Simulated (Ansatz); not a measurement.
# Cs2BaC: what a guessed cell relaxes into

Aim: relax a trial structure of Cs2BaC and see where it ends.

Program: Ansatz 0.2.0. Level of theory: DFT PBE, scalar-relativistic, plane waves, PAW. These are calculated values, not measurements.

### Step 1. The starting structure

It takes space group P4/mmm (No. 123, tetragonal). Conventional cell: a = 4.908 Å, b = 4.908 Å, c = 6.671 Å, α = 90.00°, β = 90.00°, γ = 90.00°. Cs (site symmetry 4/mmm) has 2 C at 3.34 Å and 4 Ba at 3.47 Å as nearest neighbours. Cs (site symmetry 4/mmm) has 2 Ba at 3.34 Å and 4 C at 3.47 Å as nearest neighbours. Ba (site symmetry 4/mmm) has 6 Cs at 3.34 to 3.47 Å as nearest neighbours. C (site symmetry 4/mmm) has 6 Cs at 3.34 to 3.47 Å as nearest neighbours.

Structure file:

```xyz
4
Lattice="4.9081 0.0000 0.0000 0.0000 4.9081 0.0000 0.0000 0.0000 6.6710" Properties=species:S:1:pos:R:3 pbc="T T T"
Cs    0.0000    0.0000    3.3355
Cs    2.4540    2.4540    0.0000
Ba    2.4540    2.4540    3.3355
C     0.0000    0.0000    0.0000
```

Recipe of the guess: species swapped into a database cell of LiNdS2 (P4/mmm, No. 123), with C on the Li sites, Ba on the Nd sites and Cs on the S sites. Lengths come from tabulated atomic sizes and are only a guess.

### Step 2. Probe: one point on a coarse mesh

The input, input.yaml:

```yaml
crystal:
  lattice:
    - [4.90807227, 0.0, 0.0]
    - [0.0, 4.90807227, 0.0]
    - [0.0, 0.0, 6.67100135]
  atoms:
    - { symbol: Cs, position: [0.0, 0.0, 0.5] }
    - { symbol: Cs, position: [0.5, 0.5, 0.0] }
    - { symbol: Ba, position: [0.5, 0.5, 0.5] }
    - { symbol: C, position: [0.0, 0.0, 0.0] }
basis:
  ecutwfc: 420
kpoints:
  mp_grid: { grid: [4, 4, 4] }
hamiltonian:
  xc: pbe
scf:
  occupations: { method: gaussian, width: 0.1 }
  lower_state_search: "off"
output:
  forces: true
  stress: true
  eigenvalues: true
```

On the command line:

```bash
> ansatz run input.yaml --threads 1 --pin off --max-ram 2048MiB --backend cpu --events-out ev --progress --plain --runs-dir out
```

Further runs follow: spin check on a coarse mesh; relaxation on the finer mesh; second relaxation, mesh chosen anew.

Q: Predict the outcome of this session. Wanted: conventional cell; volume; energy over the elements; gap on the mesh; total moment.

As calculated:

```
                              quantity                                                                      value
symmetry at the end (tolerance 0.05 Å)                                               space group P4/mmm (No. 123)
                     conventional cell  a = 5.389 Å, b = 5.389 Å, c = 8.038 Å, α = 90.00°, β = 90.00°, γ = 90.00°
                                volume                                                              58.35 Å³/atom
              energy over the elements                                                              +1.68 eV/atom
                       gap on the mesh                                                               none (metal)
                          total moment                                                               1.38 μB/cell
```

**Reading.** The space group P4/mmm (No. 123) is kept, and the volume per atom grows by 45.2 % from the first guess. The formation energy is positive, so the separate elements lie lower. No finished test with a distortion of lower symmetry is shown, so the end may be a saddle point. Other magnetic orders were not searched.
